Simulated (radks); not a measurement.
# Valence configurations of S⁺

An exercise on one series of results from a longer session: the logs are not shown, and one member is left open.

The numbers are computed with radks (a radial shooting solver on a logarithmic mesh, Libxc functionals) version 1 (non-relativistic Kohn-Sham, PBE, spin-polarised, spherical densities, point nucleus; open shells are filled with parallel spins first), except any that are marked as measured or tabulated.

### Starting point

```
element       : sulfur (Z = 16)
charge        : +1
electrons     : 15
configuration : [Ne] 3s2 3p3
others tried  : 3s1.5 3p3.5; 3s1 3p4; 3s0.5 3p4.5; 3p5
```

The outer shells:

S⁺
```
[Ne] core
3s [↑↓]
3p [↑ ][↑ ][↑ ]
```

The first run:

Settings of this run:

```text
Z 16
configuration [Ne] 3s2 3p3
relativity non-relativistic
functional pbe,pbe
spin polarised
nucleus point
```

On the command line:

```sh
> python run_ks.py task.json out
```

This one command runs every case of the session in turn.

Steps of the session up to this table: [Ne] 3s2 3p3.

One of the session's tables, all rows but one given; the rest of the session is left out.

From the orbitals of this run (lengths in bohr):

```
  level     <r>  outermost maximum (interpolated)  90 % within  nodes
  2s up  0.4810                             0.390        0.754      1
2s down  0.4809                             0.390        0.753      1
  2p up  0.4430                             0.326        0.738      0
2p down  0.4429                             0.327        0.737      0
  3s up   1.636                              1.40         2.45      2
3s down   1.649                              1.39         2.50      2
  3p up       ?                                 ?            ?      ?
3p down   1.934                              1.55         3.03      1
```

Estimate the missing values for 3p up.

The run gave: <r>: 1.873; outermost maximum (interpolated): 1.55; 90 % within: 2.88; nodes: 1. In the column «<r>» it lies between 3s down (1.649) and 3p down (1.934).
